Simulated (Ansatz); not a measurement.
# NbAs in Ansatz: notebook

One sheet, NbAs, is run at these levels: PBE, LDA, PBEsol; tasks: work function, projected density of states.

All numbers are computed with Ansatz 0.2.0; they aren't measurements. Logs are shortened: lines on timing, memory, paths and dates and some standing lists are left out, and cuts for length are marked.

## 1. Starting point

The cell holds a sheet with vacuum, 2 atoms: a = 3.612 Å, b = 3.612 Å, c = 23.800 Å, α = 90.00°, β = 90.00°, γ = 90.00°.

The cell was built by a generator and needn't be a form met in nature.

## 2. Work function, PBE

File input.yaml:

```yaml
crystal:
  lattice:
    - [3.6117, 0.0, 0.0]
    - [0.0, 3.6117, 0.0]
    - [0.0, 0.0, 23.8]
  atoms:
    - { symbol: Nb, position: [0.0, 0.0, 0.29412] }
    - { symbol: As, position: [0.5, 0.5, 0.29412] }
  periodic: [true, true, false]
kpoints:
  mp_grid: { grid: [7, 7, 1] }
scf:
  occupations: { method: fermi_dirac, width: 0.05 }
hamiltonian:
  xc: pbe
  pseudopotentials: { kind: all_electron, lapw: { basis_error: 0.002 } }
output:
  forces: true
  stress: true
  eigenvalues: true
```

Potentials or basis: all-electron LAPW, scalar-relativistic.

Started as:

```sh
$ ansatz run input.yaml --threads 4 --pin off --max-ram 12288MiB --backend cpu --events-out ev --progress --plain --runs-dir out
```

Standard output:

```text
Warning: RAYON_NUM_THREADS=4 ignored (pool sized by the plan → 4); use --threads N
LAPW: plane waves up to 8.200 Å⁻¹, error target 2.0e-3 eV per atom; small_component_spin mean_spin; As in spheres of 1.272 Å, 23 of its electrons in bands, Dirac shells []; Nb in spheres of 1.282 Å, 29 of its electrons in bands, Dirac shells [] (how accurate: hamiltonian.pseudopotentials.lapw.basis_error, Limitations)
Engine: ansatz 0.2.0, aarch64-unknown-linux-gnu
Pseudopotentials: kind: all_electron
Pseudopotential: Nb, LAPW, valence charge 29, lapw/all_electron/scalar/gaussian/Nb, Koelling and Harmon's equation, gaussian nucleus
Pseudopotential: As, LAPW, valence charge 23, lapw/all_electron/scalar/gaussian/As, Koelling and Harmon's equation, gaussian nucleus
Functional definition: PBE
  parameter kappa = 0.804
  parameter beta = 0.06672455060314922
  exchange = pbe_x(kappa = kappa, mu = beta*pi^2/3)
  correlation = pbe_c(beta = beta)
Crystal: 2 atoms, lattice volume = 310.456 Å³
Basis set: ecut = 256.1551239676411 eV, 2939 PW (Γ), exchange–correlation at level 2
Bands: 32, of which v1, the nominal top of the filled ones, is band 26 counted from 1 (25 counted from 0)
Symmetry: 16 space group operations
Space group: P4/mmm (ITA 123), of the structure as read, at distance tolerance 6.8e-5 Å
k-points: 10 of 49
Non-local potential: Nb, projectors of the file, none
Non-local potential: As, projectors of the file, none
Initial density: superposition of atomic densities (neutral atoms: chi_scale 0, normalization atom)
Initial wavefunctions: plane waves of lowest kinetic energy (no species holds an atomic orbital)
Functional: x = pbe(κ = 0.804, μ = 0.2195149727645171), c = pbe(β = 0.06672455060314922)
iter 1 solved again at ethr=8.10e-3 eV; its pass at ethr=1.00e-1 eV (dr2=4.21e0 eV) is discarded
SCF iter   1: F=—  HF=-165469.487700 eV  |F-HF|=—  |Δ(HF+E_count)|=         —  Δρ=2.52e-2  dr2=4.22e0  ethr=8.10e-3  ⟨swp⟩=2.2  Hψ=2026  notcnv=0
preconditioner: auto → LDOS  [insulator: Δε(μ)=0.230 eV  Ē_g=7.827 eV  σ=0.050 eV  W_gap=0.57  n_scr=42 (ndim 8)  ℏωp=6.7 eV  f_vac=0.798  D(μ)=3.57/eV (n_scr^D=10)  ε∞_Penn≈1.7  β→1.0]
iter 2 solved again at ethr=2.31e-4 eV; its pass at ethr=8.10e-3 eV (dr2=1.20e-1 eV) is discarded
SCF iter   2: F=—  HF=-165468.037204 eV  |F-HF|=—  |Δ(HF+E_count)|=    1.45e0  Δρ=6.96e-3  dr2=1.20e-1  ethr=2.31e-4  ⟨swp⟩=2.5  Hψ=1711  notcnv=0  defer=1
SCF iter   3: F=—  HF=-165468.197568 eV  |F-HF|=—  |Δ(HF+E_count)|=         —  Δρ=4.76e-3  dr2=1.55e-1  ethr=2.31e-4  ⟨swp⟩=3.1  Hψ=1067  notcnv=0
the basis was enlarged: its passes take 64.2 KiB over the memory plan, 4 of 4 planned eigensolver slots
SCF iter   4: F=—  HF=-165468.160648 eV  |F-HF|=—  |Δ(HF+E_count)|=   3.69e-2  Δρ=1.22e-3  dr2=4.90e-3  ethr=2.31e-4  ⟨swp⟩=2.9  Hψ=996  notcnv=0
SCF iter   5: F=—  HF=-165468.157935 eV  |F-HF|=—  |Δ(HF+E_count)|=   2.71e-3  Δρ=2.84e-4  dr2=3.93e-4  ethr=9.41e-6  ⟨swp⟩=2.4  Hψ=953  notcnv=0
SCF iter   6: F=—  HF=-165468.157736 eV  |F-HF|=—  |Δ(HF+E_count)|=   1.99e-4  Δρ=1.42e-4  dr2=1.53e-4  ethr=7.56e-7  ⟨swp⟩=3.0  Hψ=985  notcnv=0
SCF iter   7: F=—  HF=-165468.157769 eV  |F-HF|=—  |Δ(HF+E_count)|=   3.31e-5  Δρ=6.48e-5  dr2=2.61e-5  ethr=2.94e-7  ⟨swp⟩=3.0  Hψ=984  notcnv=0
SCF iter   8: F=—  HF=-165468.157787 eV  |F-HF|=—  |Δ(HF+E_count)|=   1.82e-5  Δρ=2.46e-5  dr2=4.10e-6  ethr=5.01e-8  ⟨swp⟩=3.0  Hψ=988  notcnv=0
SCF iter   9: F=—  HF=-165468.157792 eV  |F-HF|=—  |Δ(HF+E_count)|=   4.39e-6  Δρ=3.82e-6  dr2=1.01e-7  ethr=7.88e-9  ⟨swp⟩=3.0  Hψ=991  notcnv=0
SCF iter  10: F=-165468.157792 eV  HF=-165468.157792 eV  |F-HF|=6.44e-8  |Δ(HF+E_count)|=   5.53e-7  Δρ=1.25e-6  dr2=3.75e-8  ethr=1.93e-10  ⟨swp⟩=3.0  Hψ=971  notcnv=0
SCF 1 converged in 10 iterations: F = -165468.157792 eV  dr2 = 3.75e-8
SCF converged after 10 iterations
Free energy (F): -165468.157792 eV
Harris-Foulkes:  -165468.157792 eV  (|F-HF|=6.44e-8)
Internal energy: -165468.118686 eV  (E = F + TS)
E sigma→0 (E₀):  -165468.138239 eV
Entropy (-TS):   -0.039106 eV (-19.553 meV/atom)
Fermi energy:    -4.402188 eV
--- Per-component energies (eV) ---
  E_band       = -6074.626795
  E_kinetic    = 170433.218497
  E_xc         = -5520.191865
  E_electrostatic = -330381.145318  (all electrons and nuclei)
  E_smearing   = -0.039106  (= −TS)
  E_closure    = 0.000000  (closes the sum)
  E_atoms      = -165454.807037  (free atoms, spherical and without spin; not in F)
  Σ components = -165468.157792   (vs F -165468.157792, Δ=0.00e0)
  Basis errors (estimates in eV, not in F): energy 9.6e-4 per atom: plane waves 8.5e-4 (5.3e-4 summed), levels above the bands 3.9e-43, relativity 7.9e-8, radial functions 1.1e-4, core shells 2.6e-6; eigenvalues (radial functions only) 3.7e-6; not estimated: angular momenta, meshes, grids; target (lapw.basis_error) 2.0e-3; muffin-tin radii As 1.272 Å, Nb 1.282 Å
--- Forces (eV/Å), atoms counted from 1 ---
  atom   1  Nb    -0.00000000     0.00000000     0.00000000
  atom   2  As     0.00000000     0.00000000     0.00000000
  max |Σ_I F_I| component: 1.97e-30 eV/Å
--- 2D stress c σ (N/m, compression-positive) ---
       -1.410691       0.000000       0.000000
        0.000000      -1.410691       0.000000
        0.000000       0.000000       0.000000
  P = ½ c Tr σ = -1.4107 N/m
--- Band table (eV; the first three rows and the last of 10) ---
  k-point 0: bands = ["-348.4811", "-348.4811", "-348.4499", "-198.0713", "-198.0518", "-198.0423", "-198.0423", "-198.0286", "-189.6632", "-133.0909", "-133.0091", "-133.0091", "-60.0947", "-40.1221", "-40.0927", "-40.0927", "-40.0801", "-40.0475", "-36.1921", "-36.1921", "-36.0951", "-16.5070", "-7.0659", "-6.8550", "-4.9437", "-4.6926", "-4.6926", "-4.6684", "-4.0168", "-4.0168", "-0.7093", "-0.6328"]
  k-point 1: bands = ["-348.4811", "-348.4811", "-348.4499", "-198.0713", "-198.0518", "-198.0423", "-198.0423", "-198.0286", "-189.6632", "-133.0909", "-133.0091", "-133.0091", "-60.0934", "-40.1238", "-40.0932", "-40.0927", "-40.0850", "-40.0469", "-36.2140", "-36.1815", "-36.0928", "-16.2847", "-7.3568", "-7.1816", "-6.4153", "-4.9877", "-4.7344", "-3.9727", "-3.8007", "-2.5031", "-0.4172", "-0.3816"]
  k-point 2: bands = ["-348.4811", "-348.4811", "-348.4499", "-198.0713", "-198.0518", "-198.0423", "-198.0423", "-198.0286", "-189.6632", "-133.0909", "-133.0091", "-133.0091", "-60.0905", "-40.1278", "-40.0958", "-40.0943", "-40.0926", "-40.0455", "-36.2626", "-36.1579", "-36.0877", "-15.7030", "-8.8001", "-7.6221", "-7.4255", "-4.6181", "-4.2402", "-3.8701", "-3.1623", "-0.0074", "0.0055", "0.1812"]
  k-point 9: bands = ["-348.4811", "-348.4811", "-348.4499", "-198.0713", "-198.0518", "-198.0423", "-198.0423", "-198.0286", "-189.6632", "-133.0909", "-133.0091", "-133.0091", "-60.0828", "-40.1221", "-40.0940", "-40.0939", "-40.0792", "-40.0392", "-36.2893", "-36.2857", "-36.0770", "-15.4934", "-7.9382", "-7.5372", "-6.0497", "-5.3105", "-4.2387", "-3.9989", "-2.7318", "-1.4621", "-0.5882", "1.3191"]
  the weakly bound empty levels are not read free of the cell's end (augmented_plane_waves)
```

It took 5.4 s on 4 threads of Arm Neoverse V2, shared host; peak memory 0.58 GiB.

What came out:

```
Free energy            : -165468.1578 eV
Band gap on the k mesh : none (metal or under the smearing width)
Work function          : 4.40 eV
```

## 3. Work function, LDA

Edit input.yaml of step 2 so:

```diff
@@ -14,3 +14,3 @@
 hamiltonian:
-  xc: pbe
+  xc: lda
   pseudopotentials: { kind: all_electron, lapw: { basis_error: 0.002 } }
```

Potentials or basis: all-electron LAPW, scalar-relativistic.

Started as:

```sh
$ ansatz run input.yaml --threads 4 --pin off --max-ram 12288MiB --backend cpu --events-out ev --progress --plain --runs-dir out
```

Standard output:

```text
Warning: RAYON_NUM_THREADS=4 ignored (pool sized by the plan → 4); use --threads N
LAPW: plane waves up to 8.194 Å⁻¹, error target 2.0e-3 eV per atom; small_component_spin mean_spin; As in spheres of 1.273 Å, 23 of its electrons in bands, Dirac shells []; Nb in spheres of 1.280 Å, 29 of its electrons in bands, Dirac shells [] (how accurate: hamiltonian.pseudopotentials.lapw.basis_error, Limitations)
Engine: ansatz 0.2.0, aarch64-unknown-linux-gnu
Pseudopotentials: kind: all_electron
Pseudopotential: Nb, LAPW, valence charge 29, lapw/all_electron/scalar/gaussian/Nb, Koelling and Harmon's equation, gaussian nucleus
Pseudopotential: As, LAPW, valence charge 23, lapw/all_electron/scalar/gaussian/As, Koelling and Harmon's equation, gaussian nucleus
Functional definition: SPW92
  exchange = slater_x
  correlation = pw_c
Crystal: 2 atoms, lattice volume = 310.456 Å³
Basis set: ecut = 255.7827345030545 eV, 2923 PW (Γ), exchange–correlation at level 2
[... 36 lines left out ...]
  E_closure    = 0.000000  (closes the sum)
  E_atoms      = -165261.092880  (free atoms, spherical and without spin; not in F)
  Σ components = -165275.878283   (vs F -165275.878283, Δ=0.00e0)
  Basis errors (estimates in eV, not in F): energy 9.4e-4 per atom: plane waves 8.4e-4 (5.3e-4 summed), levels above the bands 1.8e-44, relativity 7.7e-9, radial functions 9.5e-5, core shells 2.8e-6; eigenvalues (radial functions only) 3.7e-6; not estimated: angular momenta, meshes, grids; target (lapw.basis_error) 2.0e-3; muffin-tin radii As 1.273 Å, Nb 1.280 Å
--- Forces (eV/Å), atoms counted from 1 ---
  atom   1  Nb    -0.00000000     0.00000000     0.00000000
  atom   2  As     0.00000000     0.00000000     0.00000000
  max |Σ_I F_I| component: 9.86e-31 eV/Å
--- 2D stress c σ (N/m, compression-positive) ---
       -4.087133       0.000000       0.000000
        0.000000      -4.087133       0.000000
        0.000000       0.000000       0.000000
  P = ½ c Tr σ = -4.0871 N/m
--- Band table (eV; the first three rows and the last of 10) ---
  k-point 0: bands = ["-348.2048", "-348.2048", "-348.1798", "-198.4651", "-198.4435", "-198.4392", "-198.4392", "-198.4259", "-188.9591", "-132.9311", "-132.8487", "-132.8487", "-60.2526", "-40.4807", "-40.4512", "-40.4512", "-40.4419", "-40.4071", "-36.3978", "-36.3978", "-36.2743", "-16.8316", "-7.3280", "-7.1604", "-5.2466", "-4.9796", "-4.9796", "-4.9384", "-4.3137", "-4.3137", "-0.8983", "-0.7496"]
  k-point 1: bands = ["-348.2048", "-348.2048", "-348.1798", "-198.4651", "-198.4435", "-198.4392", "-198.4392", "-198.4259", "-188.9591", "-132.9311", "-132.8487", "-132.8487", "-60.2513", "-40.4824", "-40.4516", "-40.4511", "-40.4466", "-40.4065", "-36.4201", "-36.3874", "-36.2720", "-16.6101", "-7.6522", "-7.4465", "-6.6939", "-5.2831", "-5.0537", "-4.2701", "-4.0948", "-2.7822", "-0.5468", "-0.5133"]
  k-point 2: bands = ["-348.2048", "-348.2048", "-348.1798", "-198.4651", "-198.4435", "-198.4392", "-198.4392", "-198.4259", "-188.9591", "-132.9311", "-132.8487", "-132.8487", "-60.2483", "-40.4863", "-40.4570", "-40.4527", "-40.4510", "-40.4050", "-36.4695", "-36.3640", "-36.2668", "-16.0313", "-9.0900", "-7.9009", "-7.6953", "-4.9155", "-4.5729", "-4.1688", "-3.4524", "-0.2884", "-0.2198", "0.0255"]
  k-point 9: bands = ["-348.2048", "-348.2048", "-348.1798", "-198.4651", "-198.4435", "-198.4392", "-198.4392", "-198.4259", "-188.9591", "-132.9311", "-132.8487", "-132.8487", "-60.2406", "-40.4807", "-40.4524", "-40.4523", "-40.4409", "-40.3988", "-36.4962", "-36.4927", "-36.2559", "-15.8305", "-8.2012", "-7.7962", "-6.3275", "-5.6017", "-4.5184", "-4.2882", "-3.0659", "-1.7798", "-0.9276", "1.0004"]
  the weakly bound empty levels are not read free of the cell's end (augmented_plane_waves)
```

Run time: 4.9 s. Hardware: 4 threads of Arm Neoverse V2, shared host; peak memory 0.56 GiB.

What came out:

```
Free energy            : -165275.8783 eV
Band gap on the k mesh : none (metal or under the smearing width)
Work function          : 4.70 eV
```

Levels at points of the mesh, in eV from the Fermi level:
```csv
k point,band 24,band 25,band 26,band 27,band 28,band 29
"(0.00, 0.00, 0.00)",-2.46,-0.55,-0.28,-0.28,-0.24,0.39
```

[end of part 1 of 2]
